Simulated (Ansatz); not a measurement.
# GaBrCl radical: basis-set convergence

How large a basis does GaBrCl radical need? Two functionals are run in growing sets.

Computed with Ansatz 0.2.0, Gaussian basis. Level: one geometry, several basis sets.

Levels to be run: PBE0-D4/def2-SVP; ωB97M-V/def2-SVP; PBE0-D4/def2-QZVPP; ωB97M-V/def2-QZVPP; the functionals' def2-TZVPP values are taken from earlier runs.

## (1) The geometry

All runs share one geometry, relaxed beforehand with PBE0-D4 in a triple-zeta def2 set.

SMILES `[Cl][Ga][Br]`, 3 atoms, charge 0, spin multiplicity 2.

Atoms are counted from 1 here; the program's logs count them from 0.

Bond lengths: Cl1–Ga2 2.161 Å, Ga2–Br3 2.313 Å. Angles: Cl1–Ga2–Br3 119.3°.

## (2) PBE0-D4 in def2-SVP

File in.yaml:

```yaml
crystal:
  periodic: [false, false, false]
  atoms:
    - {symbol: Cl, position_ang: [-0.052990, 1.908213, 0.169120]}
    - {symbol: Ga, position_ang: [-0.660307, -0.094323, -0.368735]}
    - {symbol: Br, position_ang: [0.702297, -1.878692, 0.186315]}
basis:
  gaussian: {orbitals: def2-SVP}
magnetization: {spin_polarized: true, initial_magnetization: 1}
hamiltonian: {xc: pbe0, dispersion: d4}
output: {orbitals: {seedname: orbitals}}
```

Run with:

```sh
$ ansatz run in.yaml --threads 2 --pin off --events-out ev --progress --plain --max-ram 32768MiB --backend cpu
```

After this run come: ωB97M-V in def2-SVP; PBE0-D4 in def2-QZVPP; ωB97M-V in def2-QZVPP.

Before running them: what should the planned runs give, taken together? Wanted: PBE0-D4: double and triple zeta above quadruple; ωB97M-V: double and triple zeta above quadruple.

As calculated:

| quantity | value |
| --- | --- |
| PBE0-D4: double and triple zeta above quadruple | 22.50, 2.96 eV |
| ωB97M-V: double and triple zeta above quadruple | 22.25, 2.86 eV |

What this shows: PBE0-D4 gains 19.54 eV from double to triple zeta, then 2.96 eV more. These are total energies; as a rule much of such shifts cancels in differences, which this series doesn't test.
